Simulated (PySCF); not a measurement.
**FeCl3: doublet, from a trigonal pyramidal start**

Aim: relax FeCl3 as a doublet from a trigonal pyramidal start, check by its vibrations whether the end is a minimum, and collect its spectrum and constants.

Method: B3LYP, basis Fe def2-SVP, Cl def2-SVP, no relativity, density fitting; program: PySCF 2.14.0.

## Step 1: The system as given

4 atoms, charge 0, spin multiplicity 2.

Bond lengths: Fe1–Cl2 2.150 Å, Fe1–Cl3 2.150 Å, Fe1–Cl4 2.150 Å. Angles: Cl2–Fe1–Cl3 99.8°, Cl2–Fe1–Cl4 99.8°, Cl3–Fe1–Cl4 99.8°.

Z-matrix (Å, degrees; charge 0 multiplicity 2):
```
Fe
Cl 1 2.1500
Cl 1 2.1500 2 99.75
Cl 1 2.1500 2 99.75 3 -101.77
```

## Step 2: Trigonal pyramidal start, doublet: relaxation

The steps below are one call of a driver around PySCF. For each, scf.py gives the equivalent set-up of the SCF; relaxations use the driver's own optimiser. Before each start the driver seeks the lowest SCF state from one or more starting densities and follows internal instabilities, so scf.py alone need not reach the same state.

The program finds C3v symmetry in the start, which this walk keeps. Threshold on the gradient: 0.0003 Eh/bohr, with a further test on the energy change.

Contents of scf.py:

```python
from pyscf import gto, scf, dft
mol = gto.M(atom='''
Fe    -0.000000    -0.000000    -0.658367
Cl     1.898331     0.000003     0.351033
Cl    -0.949167     1.644001     0.351033
Cl    -0.949163    -1.644004     0.351034''',
    basis={'Fe': 'def2-SVP', 'Cl': 'def2-SVP'},
    charge=0, spin=1)
mf = dft.UKS(mol, xc='B3LYP')
mf.grids.atom_grid = (50, 194)
aux = {'Fe': 'def2-universal-JKFIT', 'Cl': 'def2-universal-JKFIT'}
mf = mf.density_fit(auxbasis=aux)
mf.kernel()
```

Energy and gradient, step by step:

| step | energy (Eh) | change (kJ/mol) | largest symmetric gradient (Eh/bohr) |
| --- | --- | --- | --- |
| 0 | -2643.828853 | 0.00 | 0.03858 |
| 1 | -2643.838061 | -24.18 | 0.02552 |
| 2 | -2643.848299 | -51.05 | 0.01428 |
| 3 | -2643.852698 | -62.60 | 0.00934 |
| 4 | -2643.853573 | -64.90 | 0.00647 |
| 5 | -2643.854405 | -67.09 | 0.00181 |
| 6 | -2643.854501 | -67.34 | 0.00039 |
| 7 | -2643.854506 | -67.35 | 0.00007 |

The walk took 23 s on 4 threads, shared host.

Positions (Å) and forces (eV/Å) along the way:

```
step 0
Fe   0.000   0.000  -0.658   0.009   0.005   1.984
Cl   1.898   0.000   0.351  -0.044  -0.001  -0.666
Cl  -0.949   1.644   0.351   0.017  -0.034  -0.658
Cl  -0.949  -1.644   0.351   0.018   0.030  -0.659
step 1
Fe   0.000   0.000  -0.545   0.000   0.004   1.312
Cl   1.946   0.000   0.313   0.072   0.000  -0.430
Cl  -0.973   1.685   0.313  -0.035   0.060  -0.440
Cl  -0.973  -1.685   0.313  -0.037  -0.064  -0.442
step 4
Fe   0.000   0.000  -0.085   0.004   0.000   0.310
Cl   2.129   0.000   0.160  -0.337   0.000  -0.104
Cl  -1.065   1.844   0.160   0.167  -0.285  -0.103
Cl  -1.065  -1.844   0.160   0.166   0.285  -0.103
step 7
Fe   0.000   0.000   0.022   0.002   0.000   0.002
Cl   2.119   0.000   0.124  -0.002   0.000  -0.004
Cl  -1.059   1.835   0.124   0.000  -0.005   0.001
Cl  -1.059  -1.835   0.124   0.000   0.005   0.001
```

After 7 steps and 67.4 kJ/mol it ends at C3v: Fe–Cl 2.121 Å (×3); Cl–Fe–Cl 119.8° (×3).

## Step 3: Frequencies

The point is checked on the finer grid, and tightened if its gradient asks for it. The Hessian and the dipole derivatives come from central differences of analytic gradients, with steps of 0.01 bohr.

Edit scf.py of step 2 so:

```diff
@@ -3,4 +3,4 @@
-Fe    -0.000000    -0.000000    -0.658367
-Cl     1.898331     0.000003     0.351033
-Cl    -0.949167     1.644001     0.351033
-Cl    -0.949163    -1.644004     0.351034''',
+Fe    -0.000000    -0.000000    -0.070808
+Cl     2.118471     0.000003     0.036850
+Cl    -1.059238     1.834648     0.036851
+Cl    -1.059233    -1.834651     0.036852''',
@@ -10 +10 @@
-mf.grids.atom_grid = (50, 194)
+mf.grids.atom_grid = (75, 302)
```

The driver hands on the density of the step before, so the log starts near convergence.

Log of the central SCF (cycles and frontier levels):

```text
init E= -2643.8544487597
[... the frontier-level lines of each cycle are left out ...]
cycle= 1 E= -2643.85444875899  delta_E= 7.1e-10  |g|= 4.17e-05  |ddm|= 3.19e-05
cycle= 2 E= -2643.85444874056  delta_E= 1.84e-08  |g|= 0.000217  |ddm|= 0.000164
cycle= 3 E= -2643.85444875971  delta_E= -1.91e-08  |g|= 1.02e-06  |ddm|= 0.000137
cycle= 4 E= -2643.85444875971  delta_E= -2.73e-12  |g|= 5.03e-07  |ddm|= 1.7e-06
Extra cycle  E= -2643.85444875973  delta_E= -1.64e-11  |g|= 5.02e-07  |ddm|= 2.73e-06
converged SCF energy = -2643.85444875973  <S^2> = 2.2957352  2S+1 = 3.191072
```

The whole step took 34 s.

Geometry: C3v; Fe–Cl 2.121 Å (×3); Cl–Fe–Cl 119.7° (×3).

Harmonic modes (main isotopes):

```json
{"symmetry": "e", "ω (cm⁻¹)": "85", "IR (km/mol)": "3.1", "μ (u)": "37.20"}
{"symmetry": "a1", "ω (cm⁻¹)": "97", "IR (km/mol)": "14.9", "μ (u)": "46.13"}
{"symmetry": "a1", "ω (cm⁻¹)": "351", "IR (km/mol)": "0.3", "μ (u)": "35.06"}
{"symmetry": "e", "ω (cm⁻¹)": "470", "IR (km/mol)": "156", "μ (u)": "42.85"}
```

All wavenumbers are real: a minimum.

Constants and moments:

```yaml
Dipole_moment: 0.42 D
Highest_occupied_level: -8.39 eV
Lowest_empty_level: -5.29 eV
Rotational_constants: 0.07148, 0.07148, 0.03581 cm⁻¹
Zero-point_energy: 9.3 kJ/mol
Principal_polarisabilities: 26.3, 75.7, 75.7 bohr³
Atomisation_energy_without_zero-point_energy: 837 kJ/mol
Principal_traceless_quadrupole_moments_about_the_centre_of_mass: -2.57, -2.56, 5.13 D Å
Entropy_at_298.15_K_and_1_bar_electronic_part_spin_only: 345.7 J/(mol K)
Heat_capacity_Cp_at_298.15_K: 75.4 J/(mol K)
Enthalpy_at_298.15_K_above_0_K: 18.12 kJ/mol
Rotational_symmetry_number: 3
Spin_squared_⟨S²⟩: 2.296
```

Charges (e) and bond orders:

```tsv
atom	Mulliken	Löwdin	polar tensor	spin (Mulliken)	Mayer order to Fe1
Fe1	0.57	0.14	1.32	1.19	–
Cl2,3,4	-0.19	-0.05	-0.44	-0.06	1.24
```

Outer orbital energies (eV). α occupied: -10.26, -10.14, -9.80, -9.80, -9.48, -8.86, -8.48, -8.47; empty: -5.29, -5.28, -0.32, 1.11. β occupied: -10.11, -10.09, -9.85, -9.85, -9.56, -8.89, -8.39, -8.39; empty: -4.58, -4.57, -4.39, -0.04.

Mulliken populations on Fe1: s 6.46, p 12.68, d 6.29, f 0.00.

## Step 4: Summary of results

| quantity | value |
| --- | --- |
| minimum | broken-symmetry (Ms = 1/2), C3v |
| geometry | Fe–Cl 2.121 Å (×3); Cl–Fe–Cl 119.7° (×3) |
| wavenumbers (cm⁻¹) | 85 (e), 97 (a1), 351 (a1), 470 (e) |
| dipole moment | 0.42 D |
| highest occupied, lowest empty level (either spin) | -8.39, -5.29 eV |
| polar-tensor charge of Fe1 | +1.32 e |
| zero-point energy | 9.3 kJ/mol |
| entropy at 298.15 K | 345.7 J/(mol K) |
| atomisation energy (no zero-point energy) | 837 kJ/mol |
| ⟨S²⟩ | 2.296 |

In words: The trigonal pyramidal start keeps its C3v symmetry and ends in a minimum. The determinant is spin-contaminated (⟨S²⟩ = 2.30 against 0.75), so it is no pure spin state. The strongest infrared band lies at 470 cm⁻¹ (e, stretch). Only this shape and spin were tried, so other structures or states may lie lower. Modes under about 90 cm⁻¹ are uncertain by tens of cm⁻¹. Open d and f shells are described by one determinant, and the ground state may have another occupation or spin.

The search up to here took 2.2 min.
